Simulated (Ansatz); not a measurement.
Born–Oppenheimer molecular dynamics of a periodic cell of 27 atoms, Li$_{3}$Mn$_{2}$Co$_{2}$P$_{4}$O$_{16}$ (host Li2MnCoP2O8, host structure P1, one Li atom removed). It starts from an unrelaxed structure (largest force component 1.25 eV/Å).

The calculation used Ansatz 0.2.0, DFT PBEsol, scalar-relativistic, plane waves, PAW. Settings: cutoff 420 eV, k mesh 2x2x1, fermi-dirac smearing 0.05 eV, spin collinear.

```yaml
ensemble: NVE (velocity Verlet)
time_step: 1.5 fs
steps_asked: 30
starting_velocities_drawn_for: 2400 K
seed: 829144
```

First frame:

```xyz
27
Lattice="4.7766 0.0000 0.0000 -0.0063 6.0852 0.0000 -0.0001 -0.0230 10.4417" Properties=species:S:1:pos:R:3
Li 0.006 3.038 0.015
Li 2.385 6.067 5.222
Li 2.383 3.038 5.227
Mn 2.290 1.496 8.127
Mn 2.480 4.559 2.312
Co 4.663 4.545 7.513
Co 0.098 1.513 2.954
P 2.817 1.519 1.011
P 1.957 4.543 9.425
P 0.377 4.553 4.282
P 4.386 1.512 6.156
O 1.403 4.553 0.436
O 3.373 1.499 10.000
O 1.280 1.517 1.078
O 3.496 4.557 9.362
O 3.619 4.555 4.255
O 1.145 1.510 6.183
O 3.784 1.521 4.719
O 0.977 4.546 5.720
O 3.481 0.288 1.730
O 3.480 2.749 1.731
O 1.312 3.314 8.691
O 1.282 5.773 8.717
O 1.010 3.317 3.535
O 1.009 5.795 3.544
O 3.756 0.266 6.886
O 3.750 2.748 6.902
```

**Question.** What does the run give?

**Answer.** All steps were run.

```yaml
steps_done: 30
time_covered: 45 fs
mean_temperature_over_the_second_half: 1188 K
spread_of_the_potential_energy_over_the_second_half: 19.4 meV per atom
mean_potential_energy_of_the_second_half_above_the_start: 151.7 meV per atom
```

The conserved energy stayed within 1.9 meV per atom of its start (net change 0.81 meV per atom), so there is no drift, though single steps change it by up to 20 meV in the whole system, a sign of fast motions only just resolved. A run of 0.045 ps of so small a system gives no equilibrium averages. No Hubbard correction was used and the magnetic state wasn't searched. Limits of this set-up: coarse k mesh.

**Question.** What happens to the structure?

**Answer.** Mean squared displacements from the first frame to the last, about the centre of mass: Li 0.22 Å², Mn 0.22 Å², Co 0.05 Å², P 0.03 Å², O 0.12 Å². This is one draw of velocities; another would differ in detail.

**Question.** How do temperature and energy run in time?

**Answer.** 
```tsv
time (fs)	T (K)	potential energy less start (eV)	conserved less start (meV/atom)
0.0	2400	0.000	0.00
3.0	2153	0.839	0.31
6.0	1647	2.578	1.70
9.0	1450	3.232	1.53
12.0	1539	2.906	0.48
15.0	1542	2.898	0.52
18.0	1400	3.381	0.74
21.0	1200	4.056	0.91
24.0	1038	4.606	1.08
27.0	1004	4.723	1.13
30.0	1132	4.286	0.97
33.0	1347	3.556	0.57
36.0	1460	3.164	0.14
39.0	1312	3.669	0.44
42.0	1089	4.440	1.30
45.0	1123	4.313	0.81
```

Time of the run: 17 min on 2 threads of Arm Neoverse V1, on a shared host, peak memory 1.4 GiB.
